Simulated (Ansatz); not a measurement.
**CF3O3S (charge -1): harmonic frequencies at the relaxed geometry in Python**

At which frequencies does CF3O3S (charge -1) vibrate? A script is to give harmonic frequencies at the relaxed geometry; the system is CF3O3S (charge -1).

All numbers are computed with Ansatz 0.2.0 through its Python package. Level of theory: B3LYP/def2-SVP.

### 1 Starting point

Bond lengths: O1–S2 1.469 Å, S2–O3 1.469 Å, S2–O4 1.469 Å, S2–C5 1.870 Å, C5–F6 1.372 Å, C5–F7 1.372 Å, C5–F8 1.372 Å. Angles: O1–S2–O3 113.1°, O1–S2–O4 113.1°, O1–S2–C5 105.5°, O3–S2–O4 113.1°, O3–S2–C5 105.5°, O4–S2–C5 105.5°, S2–C5–F6 113.0°, S2–C5–F7 113.0°, S2–C5–F8 113.0°, F6–C5–F7 105.7°, F6–C5–F8 105.7°, F7–C5–F8 105.7°.

The script holds or builds the structure itself.

### 2 Script

freq.py reads:

```python
'''Harmonic frequencies of CF3O3S(-) at its relaxed geometry.'''

import itertools
import warnings

import ansatz as az
from ase import Atoms
from ase.data import atomic_numbers, covalent_radii
from ase.thermochemistry import IdealGasThermo
import numpy as np

warnings.simplefilter('ignore', az.DeckWarning)

geometry = (
    az.Crystal.molecule()
    .atom('O', (1.5672, -0.3212, 1.1635))
    .atom('S', (0.9761, -0.0345, -0.1507))
    .atom('O', (1.341, 1.2904, -0.6705))
    .atom('O', (1.1858, -1.1141, -1.1252))
    .atom('C', (-0.8707, 0.0308, 0.1344))
    .atom('F', (-1.2401, 1.0, 1.0324))
    .atom('F', (-1.3788, -1.1449, 0.6259))
    .atom('F', (-1.5805, 0.2935, -1.0097))
)

setup = geometry.calculation().basis(gaussian='def2-SVP').functional('B3LYP').charge(-1)
symbols = [site.symbol for site in geometry.cartesian_sites]
start = np.array([site.position_ang for site in geometry.cartesian_sites], dtype=float)
summary = setup.relax(force_tolerance=0.003, max_steps=100).run(threads=1).report
end = np.array(summary['positions_ang'])

# pairs closer than 1.2 times the sum of covalent radii, before or after
radius = [covalent_radii[atomic_numbers[s]] for s in symbols]
span = lambda where, i, j: np.linalg.norm(where[i] - where[j])
bonded = [(i, j) for i, j in itertools.combinations(range(len(symbols)), 2) if min(span(start, i, j), span(end, i, j)) < 1.2 * (radius[i] + radius[j])]
print('pair        before    after (A)')
for i, j in bonded:
    print(f'{symbols[i]}{i}-{symbols[j]}{j}'.ljust(10), f'{span(start, i, j):8.4f} {span(end, i, j):8.4f}')
for first, second in list(itertools.combinations(bonded, 2)):
    shared = set(first) & set(second)
    if shared and symbols[(j := shared.pop())] != 'H':
        i, k = sorted((set(first) | set(second)) - {j})
        u, v = end[i] - end[j], end[k] - end[j]
        angle = np.degrees(np.arccos(np.clip(u @ v / np.linalg.norm(u) / np.linalg.norm(v), -1, 1)))
        print(f'final angle {symbols[i]}{i}-{symbols[j]}{j}-{symbols[k]}{k}: {angle:.2f} deg')

# frequencies need a stationary point, so they are taken at the relaxed geometry
minimum = az.Crystal.molecule()
for symbol, place in zip(symbols, end):
    minimum = minimum.atom(symbol, place.tolist())
vibrating = (
    minimum.calculation()
    .basis(gaussian='def2-SVP')
    .functional('B3LYP')
    .charge(-1)
    .phonons(temperatures=(200, 600, 100))
)
vib = vibrating.run(threads=1).report['vibrations']
sums = vib['harmonic_sums']
modes = [m['omega_inv_cm'] for m in sums['modes_at_gamma'] if m['rigid_motion'] == 'no']
for number, w in enumerate(modes, start=1):
    print(f'mode {number:2d} {w:9.1f} 1/cm {w / 8065.544 * 1000:8.2f} meV')
print('imaginary modes:', sum(w < 0 for w in modes), ' zero-point energy:', round(sums['zero_point_energy_ev'], 4), 'eV')
# rigid rotor and ideal gas, symmetry number taken as one
gas = IdealGasThermo(vib_energies=[w / 8065.544 for w in modes if w > 0], geometry='linear' if len(modes) == 3 * len(symbols) - 5 else 'nonlinear',
                     atoms=Atoms(symbols, positions=end), symmetrynumber=1, spin=0.0)
print(f'H(298 K) - E = {gas.get_enthalpy(298.15, verbose=False):.4f} eV')
print(f'S(298 K, 1 bar) = {96485.33 * gas.get_entropy(298.15, 1e5, verbose=False):.1f} J/(mol K) with symmetry number 1')
```

### 3 The calls as engine input

The engine receives this input (first run):

```yaml
crystal:
  periodic: [false, false, false]
  atoms:
    - { symbol: O, position_ang: [1.5672, -0.3212, 1.1635] }
    - { symbol: S, position_ang: [0.9761, -0.0345, -0.1507] }
    - { symbol: O, position_ang: [1.341, 1.2904, -0.6705] }
    - { symbol: O, position_ang: [1.1858, -1.1141, -1.1252] }
    - { symbol: C, position_ang: [-0.8707, 0.0308, 0.1344] }
    - { symbol: F, position_ang: [-1.2401, 1.0, 1.0324] }
    - { symbol: F, position_ang: [-1.3788, -1.1449, 0.6259] }
    - { symbol: F, position_ang: [-1.5805, 0.2935, -1.0097] }
basis:
  gaussian:
    orbitals: def2-SVP
hamiltonian:
  xc: b3lyp
total_charge: -1.0
relax:
  f_tol: 0.003
  max_steps: 100
```

### 4 Running it

Command:

```sh
> python freq.py
```

Without the output at hand: what should come out? Wanted: moves of the relaxation of run 1; energy gained in run 1; last largest force component of run 1; highest frequency; imaginary modes; zero-point energy.

As calculated:

| quantity | value |
| --- | --- |
| runs compared | 2 |
| moves of the relaxation of run 1 | 5 |
| energy gained in run 1 | 0.170 eV |
| last largest force component of run 1 | 0.0014 eV/Å |
| highest frequency | 1265 cm⁻¹ |
| imaginary modes | 0 |
| zero-point energy | 0.742 eV |

What this shows: The dearest, run 2 (phonons), took some 4.8 times as long as run 1 (relaxation). Run 1: The relaxation took 5 moves; the largest shift is 0.063 Å. All frequencies are real, so the geometry is a minimum. The values are harmonic; measured fundamentals also hold anharmonic shifts, mostly downward for stretches. The frequencies are harmonic and unscaled, in a modest basis. The result belongs to the one conformer reached from this start, and soft torsions count as harmonic oscillators. b3lyp holds the VWN-RPA fit, as in Gaussian; the form of ORCA and Turbomole is b3lyp5. The entropy takes a symmetry number of 1; a symmetric molecule's is lower by R ln(sigma). Anions want diffuse functions, which this basis lacks.
